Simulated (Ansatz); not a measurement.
# Al: energy and stress against strain

This session takes Al and sets out to see how energy and stress answer to the strain pattern (0, 0, 0, 1, 0, 0).

Computed with Ansatz 0.2.0 (DFT PBEsol, scalar-relativistic, plane waves, PAW, unless a step's input says otherwise).

### 1 The system as given

Symmetry: Im-3m, No. 229, cubic system. The conventional cell has a = 3.182 Å, b = 3.182 Å, c = 3.182 Å, α = 90.00°, β = 90.00°, γ = 90.00°. Al (site symmetry m-3m) has 8 Al at 2.76 Å in its first shell of neighbours.

Coordinates:

```cif
data_structure
_symmetry_space_group_name_H-M 'Im-3m'
_symmetry_Int_Tables_number 229
_cell_length_a 3.1824
_cell_length_b 3.1824
_cell_length_c 3.1824
_cell_angle_alpha 90.000
_cell_angle_beta 90.000
_cell_angle_gamma 90.000
_cell_volume 32.23
loop_
_atom_site_label
_atom_site_type_symbol
_atom_site_symmetry_multiplicity
_atom_site_Wyckoff_symbol
_atom_site_fract_x
_atom_site_fract_y
_atom_site_fract_z
_atom_site_occupancy
Al1 Al 2 a 0.00000 0.00000 0.00000 1
```

It goes back to an entry of the Materials Project, which need not be the stable form.

The cell is taken as given, not relaxed at this level.

### 2 Zero of energy

The reference gives a free energy of -524.4488 eV, pressure 2.21 GPa, largest force 0.000 eV/Å and gap on the mesh none (metal). It was computed beforehand with the settings of the runs below.

### 3 Setting up energy and stress against strain

The cell is strained by ε times the Voigt pattern (0, 0, 0, 1, 0, 0) (xx, yy, zz, yz, xz, xy; engineering shear), with fractional coordinates fixed (clamped ions). The stress on the pattern is the sum of the stress components weighted by it, tension positive.

### 4 Point ε = -0.1000

Input file input.yaml:

```yaml
crystal:
  lattice:
    - [-1.59121869, 1.5116577555, 1.5116577555]
    - [1.59121869, -1.6707796245, 1.6707796245]
    - [1.59121869, 1.6707796245, -1.6707796245]
  atoms:
    - { symbol: Al, position: [0.0, 0.0, 0.0] }
basis:
  ecutwfc: 420
kpoints:
  mp_grid: { grid: [20, 20, 20] }
hamiltonian:
  xc: pbesol
scf:
  occupations: { method: gaussian, width: 0.15 }
output:
  forces: true
  stress: true
  eigenvalues: true
```

Started as:

```console
> ansatz run input.yaml --threads 1 --pin off --max-ram 2560MiB --backend cpu --events-out ev --progress --plain --runs-dir out
```

### 5 At ε = 0.0750

Input file input.yaml:

```yaml
crystal:
  lattice:
    - [-1.59121869, 1.6508893909, 1.6508893909]
    - [1.59121869, -1.5315479891, 1.5315479891]
    - [1.59121869, 1.5315479891, -1.5315479891]
  atoms:
    - { symbol: Al, position: [0.0, 0.0, 0.0] }
basis:
  ecutwfc: 420
kpoints:
  mp_grid: { grid: [20, 20, 20] }
hamiltonian:
  xc: pbesol
scf:
  occupations: { method: gaussian, width: 0.15 }
output:
  forces: true
  stress: true
  eigenvalues: true
  write_density: true
  write_potential: true
  elf: true
  volumetric_format: npy
```

### 6 Point ε = -0.0500

Input file input.yaml:

```yaml
crystal:
  lattice:
    - [-1.59121869, 1.5514382228, 1.5514382228]
    - [1.59121869, -1.6309991572, 1.6309991572]
    - [1.59121869, 1.6309991572, -1.6309991572]
  atoms:
    - { symbol: Al, position: [0.0, 0.0, 0.0] }
basis:
  ecutwfc: 420
kpoints:
  mp_grid: { grid: [20, 20, 20] }
hamiltonian:
  xc: pbesol
scf:
  occupations: { method: gaussian, width: 0.15 }
output:
  forces: true
  stress: true
  eigenvalues: true
```

### 7 At ε = 0.0250

input.yaml: that of step 6 with these lines changed.

```diff
@@ -2,5 +2,5 @@
   lattice:
-    - [-1.59121869, 1.5514382228, 1.5514382228]
-    - [1.59121869, -1.6309991572, 1.6309991572]
-    - [1.59121869, 1.6309991572, -1.6309991572]
+    - [-1.59121869, 1.6111089236, 1.6111089236]
+    - [1.59121869, -1.5713284564, 1.5713284564]
+    - [1.59121869, 1.5713284564, -1.5713284564]
   atoms:
```

### 8 ε = 0.0875

input.yaml: that of step 7 with these lines changed.

```diff
@@ -2,5 +2,5 @@
   lattice:
-    - [-1.59121869, 1.6111089236, 1.6111089236]
-    - [1.59121869, -1.5713284564, 1.5713284564]
-    - [1.59121869, 1.5713284564, -1.5713284564]
+    - [-1.59121869, 1.6608345077, 1.6608345077]
+    - [1.59121869, -1.5216028723, 1.5216028723]
+    - [1.59121869, 1.5216028723, -1.5216028723]
   atoms:
```

### 9 ε = 0.0625

input.yaml: that of step 8 with these lines changed.

```diff
@@ -2,5 +2,5 @@
   lattice:
-    - [-1.59121869, 1.6608345077, 1.6608345077]
-    - [1.59121869, -1.5216028723, 1.5216028723]
-    - [1.59121869, 1.5216028723, -1.5216028723]
+    - [-1.59121869, 1.6409442741, 1.6409442741]
+    - [1.59121869, -1.5414931059, 1.5414931059]
+    - [1.59121869, 1.5414931059, -1.5414931059]
   atoms:
```

### 10 Point ε = 0.0375

input.yaml: that of step 9 with these lines changed.

```diff
@@ -2,5 +2,5 @@
   lattice:
-    - [-1.59121869, 1.6409442741, 1.6409442741]
-    - [1.59121869, -1.5414931059, 1.5414931059]
-    - [1.59121869, 1.5414931059, -1.5414931059]
+    - [-1.59121869, 1.6210540404, 1.6210540404]
+    - [1.59121869, -1.5613833396, 1.5613833396]
+    - [1.59121869, 1.5613833396, -1.5613833396]
   atoms:
```

### 11 At ε = 0.0125

input.yaml: that of step 10 with these lines changed.

```diff
@@ -2,5 +2,5 @@
   lattice:
-    - [-1.59121869, 1.6210540404, 1.6210540404]
-    - [1.59121869, -1.5613833396, 1.5613833396]
-    - [1.59121869, 1.5613833396, -1.5613833396]
+    - [-1.59121869, 1.6011638068, 1.6011638068]
+    - [1.59121869, -1.5812735732, 1.5812735732]
+    - [1.59121869, 1.5812735732, -1.5812735732]
   atoms:
```

(Steps that only read results are left out.)

Before running it: what results should come out? Wanted: slope of the stress at ε = 0, from the points at -0.0500, 0 and 0.0125.

The runs gave:

| quantity | value |
| --- | --- |
| slope of the stress at ε = 0, from the points at -0.0500, 0 and 0.0125 | 43 GPa |

In words: The slope of the stress at zero strain, 43 GPa, estimates C44 with clamped ions in this Cartesian frame. The step is wide, so higher orders mix in. The reference stands under 2.2 GPa, so this is no zero-stress constant. No sampled point lies below the undisturbed cell.
